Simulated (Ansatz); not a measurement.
**BiTe in Ansatz: convergence with k mesh**

The system is BiTe.

```
Bi Te
1.0
     0.00000    3.23500    3.23500
     3.23500    0.00000    3.23500
     3.23500    3.23500    0.00000
Bi Te
1 1
Direct
  0.00000 0.00000 0.00000
  0.50000 0.50000 0.50000
```

| Item | Value |
| --- | --- |
| Program | Ansatz 0.2.0 |
| Task | convergence study |
| Functional | PBE |
| Potentials or basis | all-electron LAPW, scalar-relativistic |
| Cutoff | 177 eV (chosen from the basis error) |
| Basis error allowed | 0.001 eV/atom |
| k mesh | 1 × 1 × 1 |
| Occupations | fermi-dirac, width 0.05 eV |
| Spin | no spin polarisation |

These are the settings of the first run; the series varies k mesh, with any setting tied to it.

Hardware: 1 thread of Arm Neoverse V1 (shared host).

```tsv
k mesh	energy less the tightest run, at zero smearing (meV/atom)	pressure (GPa)	SCF cycles	CPU time (s)	peak memory (GiB)
1 × 1 × 1	3896.71	30.81	9	2	0.23
2 × 2 × 2	752.86	6.34	8	2.5	0.24
4 × 4 × 4	-13.57	0.70	8	4.5	0.25
5 × 5 × 5	-1.05	0.68	7	5.1	0.26
6 × 6 × 6	4.82	0.94	7	7	0.27
7 × 7 × 7	12.22	0.93	8	8.3	0.28
8 × 8 × 8	-4.33	0.67	7	10	0.31
10 × 10 × 10	0.00	0.80	7	16	0.36
```

Not settled before the last step: the energy (to 1 meV/atom), the pressure (to 0.1 GPa). Meshes of other sizes hit other points, so gaps and Fermi surfaces needn't settle smoothly. The tightest run that finished is the yardstick and may itself not be fully converged.

Caveat, for the tightest run too: spin-orbit coupling is left out, which moves the levels of the heavy elements.
